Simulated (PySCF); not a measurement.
CSiFH5, in a box:

```xyz
8
Lattice="13.0000 0.0000 0.0000 0.0000 13.0000 0.0000 0.0000 0.0000 13.0000" Properties=species:S:1:pos:R:3 pbc="T T T"
C     5.7917    7.3717    5.9252
Si    6.7615    6.0295    6.7574
F     8.2596    6.0218    6.1834
H     5.7507    7.2139    4.8451
H     4.7664    7.3847    6.3057
H     6.2359    8.3518    6.1138
H     6.8518    6.2506    8.2229
H     6.1794    4.6902    6.4882
```

Base run:

- Program: PySCF 2.14.0
- Functional: TASK
- Potentials or basis: pob-tzvp-rev2 (all-electron)
- k mesh: 1 × 1 × 1
- Occupations: fixed
- Spin: no spin polarisation

Its results: gap between the frontier levels 10.26 eV.

Task: The run is repeated on the same cell with these changes: functional from TASK to AM05. What comes out?

Result: Gap between the frontier levels 8.14 eV.

TASK gives the wider gap, since meta-GGAs in the generalised Kohn-Sham scheme recover part of the derivative discontinuity.

Caveats: this is a molecule in a periodic box at the Γ point, so its band gap is the HOMO-LUMO gap; the basis of atomic orbitals isn't converged, which shifts pressures, moduli and gaps.

